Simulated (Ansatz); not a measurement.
# Hf3Ta (Hf (10-10), 4 layers): how the settings move a single-point run

How sensitive is a single-point run of Hf3Ta (Hf (10-10), 4 layers) to its settings? A reference run comes first, then one run with altered input.

Computed with Ansatz 0.2.0 (reference: DFT, PBEsol, PAW with Ansatz's default frozen-core files, scalar-relativistic, unless a step's input says otherwise).

### Step 1. The system as given

It takes space group Pmm2 (No. 25, orthorhombic). Conventional cell: a = 3.159 Å, b = 4.999 Å, c = 19.648 Å, α = 90.00°, β = 90.00°, γ = 90.00°. Ta (site symmetry mm2) has 6 Hf at 2.97 to 3.07 Å and 2 Ta at 3.16 Å as nearest neighbours. Around Hf (site symmetry mm2) lie 6 Hf at 2.97 to 3.16 Å and 4 Ta at 3.07 Å. Around Hf (site symmetry mm2) lie 2 Ta at 2.97 Å and 8 Hf at 3.02 to 3.16 Å. Around Hf (site symmetry mm2) lie 8 Hf at 2.97 to 3.16 Å.

As a file:

```xyz
4
Lattice="3.1589 0.0000 0.0000 0.0000 4.9986 0.0000 0.0000 0.0000 19.6476" Properties=species:S:1:pos:R:3 pbc="T T T"
Ta    0.0000    3.7489    8.1569
Hf    1.5795    1.2496    8.9751
Hf    1.5795    3.7489   10.6725
Hf    0.0000    1.2496   11.4907
```

### Step 2. Reference

Contents of input.yaml:

```yaml
crystal:
  lattice:
    - [3.1589152031, 0.0, 0.0]
    - [0.0, 4.998593268, 0.0]
    - [0.0, 0.0, 19.6476]
  atoms:
    - { symbol: Ta, position: [0.0, 0.75, 0.4151605211] }
    - { symbol: Hf, position: [0.5, 0.25, 0.4568031568] }
    - { symbol: Hf, position: [0.5, 0.75, 0.5431967915] }
    - { symbol: Hf, position: [0.0, 0.25, 0.5848395306] }
kpoints:
  mp_grid: { grid: [10, 7, 1] }
scf:
  occupations: { method: fermi_dirac, width: 0.05 }
hamiltonian:
  xc: pbesol
  pseudopotentials: { kind: paw }
output:
  forces: true
  stress: true
  eigenvalues: true
efield:
  axis: 3
  amplitude: 0
  dipole_correction: true
```

The run is started by

```
$ ansatz run input.yaml --threads 1 --pin off --max-ram 3584MiB --backend cpu --events-out ev --progress --plain --runs-dir out
```

### Step 3. Variant: amplitude 0.2, xc_grid 2, accuracy medium

input.yaml, as its differences from that of step 2:

```diff
@@ -6,3 +6,3 @@
   atoms:
-    - { symbol: Ta, position: [0.0, 0.75, 0.4151605211] }
+    - { symbol: Hf, position: [0.0, 0.75, 0.4151605211] }
     - { symbol: Hf, position: [0.5, 0.25, 0.4568031568] }
@@ -21,5 +21,12 @@
   eigenvalues: true
+  write_density: true
+  write_potential: true
+  elf: true
+  volumetric_format: npy
 efield:
   axis: 3
-  amplitude: 0
+  amplitude: 0.2
   dipole_correction: true
+basis:
+  xc_grid: 2
+accuracy: medium
```

Q: Predict the outcome of this session. Wanted: for each run, ending; energy change; gap; force.

The runs gave:

```tsv
run	ending	energy change	gap (eV)	force (eV/Å)	cycles	time
reference	converged	-	0.00	1.61	9	26 s
1: amplitude 0.2, xc_grid 2, accuracy medium	converged	not comparable	0.00	0.04	11	54 s
```

Times don't compare one to one where runs were asked for different outputs or read a saved state (see the inputs); cycles may leave out searches for a lower state.

Residual by cycle in the longest SCF loop of each run; runs are numbered as in the table. The quantity is the density residual dr2, in eV.

```tsv
cycle	reference	run 1
1	0.162	22.1
2	0.012	12.9
3	0.00611	0.93
4	2.3e-4	0.0547
5	5.3e-5	0.00244
6	9.2e-6	3.1e-4
7	8.4e-7	7.1e-5
8	1.7e-7	1.0e-5
9	2.3e-8	9.6e-7
10	-	1.4e-7
11	-	4.7e-8
```

What this shows: Total energies don't compare across a change of amplitude; the largest force goes from 1.61 to 0.04 eV/Å. The accuracy level changed too.
